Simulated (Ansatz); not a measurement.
# BFH2OS: one structure at several levels

How do the functionals fare away from a minimum? The structure is a structure displaced at random from a GFN2-xTB minimum.

The runs use Ansatz 0.2.0, Gaussian basis; single points in def2-TZVPP.

Correlated methods freeze the cores.

### Step 1. Starting geometry

SMILES `OB(F)S`, 6 atoms, charge 0, spin multiplicity 1.

Atoms are counted from 1 here; the program's logs count them from 0.

Bond lengths: O1–B2 1.346 Å, O1–H5 0.906 Å, B2–F3 1.326 Å, B2–S4 1.804 Å, S4–H6 1.314 Å. Angles: B2–O1–H5 117.6°, O1–B2–F3 119.9°, O1–B2–S4 119.6°, F3–B2–S4 120.5°, B2–S4–H6 94.9°.

As a file:

```xyz
6
charge 0, multiplicity 1
O     1.2679    0.6552   -0.1950
B     0.1340   -0.0421    0.0040
F     0.1866   -1.3559    0.1721
S    -1.4537    0.8132   -0.0268
H     2.0516    0.2032   -0.1487
H    -2.1694   -0.2725    0.1597
```

### Step 2. CCSD(T)/def2-TZVPP

The input, run/in.yaml:

```yaml
crystal:
  periodic: [false, false, false]
  atoms:
    - {symbol: O, position_ang: [1.267900, 0.655200, -0.195000]}
    - {symbol: B, position_ang: [0.134000, -0.042100, 0.004000]}
    - {symbol: F, position_ang: [0.186600, -1.355900, 0.172100]}
    - {symbol: S, position_ang: [-1.453700, 0.813200, -0.026800]}
    - {symbol: H, position_ang: [2.051600, 0.203200, -0.148700]}
    - {symbol: H, position_ang: [-2.169400, -0.272500, 0.159700]}
basis:
  gaussian: {orbitals: def2-TZVPP}
correlation: {method: ccsd_t}
output: {forces: true}
```

No record of the launch command was kept for these runs.

### Step 3. PBE0-D4/def2-TZVPP

Edit run/in.yaml of step 2 so:

```diff
@@ -11,3 +11,3 @@
   gaussian: {orbitals: def2-TZVPP}
-correlation: {method: ccsd_t}
-output: {forces: true}
+hamiltonian: {xc: pbe0, dispersion: d4}
+output: {forces: true, orbitals: {seedname: orbitals}}
```

### Step 4. wB97M-V/def2-TZVPP

Edit run/in.yaml of step 3 so:

```diff
@@ -11,3 +11,3 @@
   gaussian: {orbitals: def2-TZVPP}
-hamiltonian: {xc: pbe0, dispersion: d4}
-output: {forces: true, orbitals: {seedname: orbitals}}
+hamiltonian: {xc: {name: wB97M-V}}
+output: {forces: true}
```

### Step 5. r2SCAN-D4/def2-TZVPP

Edit run/in.yaml of step 4 so:

```diff
@@ -11,3 +11,3 @@
   gaussian: {orbitals: def2-TZVPP}
-hamiltonian: {xc: {name: wB97M-V}}
+hamiltonian: {xc: r2scan, dispersion: d4}
 output: {forces: true}
```

### Step 6. PBE-D4/def2-TZVPP

Edit run/in.yaml of step 5 so:

```diff
@@ -11,3 +11,3 @@
   gaussian: {orbitals: def2-TZVPP}
-hamiltonian: {xc: r2scan, dispersion: d4}
+hamiltonian: {xc: pbe, dispersion: d4}
 output: {forces: true}
```

### Step 7. B97M-V/def2-TZVPP

Edit run/in.yaml of step 6 so:

```diff
@@ -11,3 +11,3 @@
   gaussian: {orbitals: def2-TZVPP}
-hamiltonian: {xc: pbe, dispersion: d4}
+hamiltonian: {xc: {name: B97M-V}}
 output: {forces: true}
```

### Step 8. SPW92/def2-TZVPP

Edit run/in.yaml of step 7 so:

```diff
@@ -11,3 +11,3 @@
   gaussian: {orbitals: def2-TZVPP}
-hamiltonian: {xc: {name: B97M-V}}
+hamiltonian: {xc: lda}
 output: {forces: true}
```

(Steps that only read results are left out.)

**Question.** What will these runs give? Wanted: energy less free atoms, CCSD(T)/def2-TZVPP; RMS force component; RMS force error; HOMO and LUMO, PBE0-D4; T1 diagnostic.

As calculated:

| quantity | value |
| --- | --- |
| energy less free atoms, CCSD(T)/def2-TZVPP | -2352.4 kJ/mol |
| RMS force component | 1.113 to 1.440 eV/Å over the methods |
| RMS force error | PBE0-D4 0.117, wB97M-V 0.076, r2SCAN-D4 0.076, PBE-D4 0.238, B97M-V 0.143, SPW92 0.338 eV/Å |
| HOMO and LUMO, PBE0-D4 | -7.90 and 0.56 eV |
| T1 diagnostic | 0.012 |

Against CCSD(T) the functionals' energies less atoms differ by -469.5 to -67.7 kJ/mol, PBE-D4 by -129.7 kJ/mol. The reference is not at the basis limit: in triple zeta CCSD(T) underbinds, which counts against methods that bind more; the gaps are no ranking. On forces the order runs from r2SCAN-D4 to SPW92. Frozen-core CCSD(T) forces in triple zeta carry basis errors of their own, and this is one geometry, so small gaps rank nothing.
